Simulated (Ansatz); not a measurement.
# C2H7BS: one species, many methods

The task here is to estimate one member of a computed series from the others.

Program: Ansatz 0.2.0, Gaussian basis. Level of theory: functionals in def2-TZVPP, the program's frozen cores in correlated methods. These are calculated values, not measurements.

Levels to be run: LDA (SPW92), PBE-D4, revPBE-D4, BLYP-D4, r2SCAN-D4, B97M-V, PBE0-D4, B3LYP-D4, r2SCANh-D4, r2SCAN0-D4, HSE06-D4, BHLYP-D4, CAM-B3LYP-D4, LC-ωPBE, ωB97X-V, ωB97M-V, B2PLYP, PBE-QIDH; CCSD(T)/def2-SVP; CCSD(T)/def2-TZVPP; CCSD(T)/def2-QZVPP; extrapolation to the limit; RPA on PBE.

### The relaxed structure

An earlier PBE0-D4 in a triple-zeta def2 set relaxation fixed the geometry.

SMILES `CCBS`, 11 atoms, charge 0, spin multiplicity 1.

Atoms are counted from 1 here; the program's logs count them from 0.

Bond lengths: C1–C2 1.528 Å, C1–H5 1.093 Å, C1–H6 1.092 Å, C1–H7 1.092 Å, C2–B3 1.561 Å, C2–H8 1.101 Å, C2–H9 1.095 Å, B3–S4 1.778 Å, B3–H10 1.198 Å, S4–H11 1.346 Å. Angles: C2–C1–H5 111.3°, C2–C1–H6 111.1°, C2–C1–H7 111.6°, H5–C1–H6 107.3°, H5–C1–H7 107.5°, H6–C1–H7 107.9°, C1–C2–B3 114.1°, C1–C2–H8 108.7°, C1–C2–H9 110.6°, B3–C2–H8 105.1°, B3–C2–H9 112.3°, H8–C2–H9 105.5°, C2–B3–S4 125.5°, C2–B3–H10 121.2°, S4–B3–H10 113.3°, B3–S4–H11 98.9°.

The first run:

Contents of in.yaml:

```yaml
crystal:
  periodic: [false, false, false]
  atoms:
    - {symbol: C, position_ang: [-1.404487, 0.465318, 0.135651]}
    - {symbol: C, position_ang: [-0.178100, -0.442970, 0.221024]}
    - {symbol: B, position_ang: [1.183149, 0.310305, 0.088623]}
    - {symbol: S, position_ang: [2.596888, -0.266592, -0.822166]}
    - {symbol: H, position_ang: [-1.485231, 0.930372, -0.849884]}
    - {symbol: H, position_ang: [-1.350190, 1.270351, 0.872100]}
    - {symbol: H, position_ang: [-2.328352, -0.089971, 0.313557]}
    - {symbol: H, position_ang: [-0.152633, -0.908713, 1.218841]}
    - {symbol: H, position_ang: [-0.263746, -1.273507, -0.487423]}
    - {symbol: H, position_ang: [1.369777, 1.357024, 0.640698]}
    - {symbol: H, position_ang: [2.078326, -1.408617, -1.310223]}
basis:
  gaussian: {orbitals: def2-TZVPP}
hamiltonian: {xc: lda}
output: {orbitals: {seedname: orbitals}}
```

Started as:

```sh
> ansatz run in.yaml --threads 2 --pin off --events-out ev --progress --plain --max-ram 32768MiB --backend cpu
```

Among the steps run: LDA; PBE-D4 (GGA); revPBE-D4 (GGA); BLYP-D4 (GGA); r2SCAN-D4 (meta-GGA); B97M-V (meta-GGA); PBE0-D4 (hybrid); B3LYP-D4 (hybrid); r2SCANh-D4 (hybrid); r2SCAN0-D4 (hybrid); HSE06-D4 (hybrid); BHLYP-D4 (hybrid); CAM-B3LYP-D4 (range-separated); LC-ωPBE (range-separated); ωB97X-V (range-separated); ωB97M-V (range-separated); B2PLYP (double hybrid); PBE-QIDH (double hybrid).

One of the session's tables, all rows but one given; the rest of the session is left out.

It belongs to the step «Frontier levels by functional». 

| functional | HOMO (eV) | gap (eV) |
| --- | --- | --- |
| LDA (SPW92) | -7.07 | 5.05 |
| PBE-D4 | -6.93 | 5.17 |
| revPBE-D4 | -6.88 | 5.22 |
| BLYP-D4 | ? | ? |
| r2SCAN-D4 | -7.19 | 5.74 |
| B97M-V | -7.25 | 5.81 |
| PBE0-D4 | -8.09 | 7.28 |
| B3LYP-D4 | -7.84 | 6.84 |
| r2SCANh-D4 | -7.62 | 6.51 |
| r2SCAN0-D4 | -8.26 | 7.65 |
| HSE06-D4 | -7.69 | 6.50 |
| BHLYP-D4 | -9.10 | 9.34 |
| CAM-B3LYP-D4 | -9.40 | 9.70 |
| LC-ωPBE | -10.81 | 12.26 |
| ωB97X-V | -10.44 | 11.80 |
| ωB97M-V | -10.29 | 11.44 |

**Question.** Estimate the row for BLYP-D4.

Worked estimate for «HOMO (eV)». Against the share of exact exchange, B3LYP-D4 (0.2, -7.84), BHLYP-D4 (0.5, -9.10) give a slope of -4.20 per unit share; at 0 the line stands at -7.00.

The run gave: HOMO (eV): -6.76; gap (eV): 5.16. In «HOMO (eV)» the line misses by -0.24.
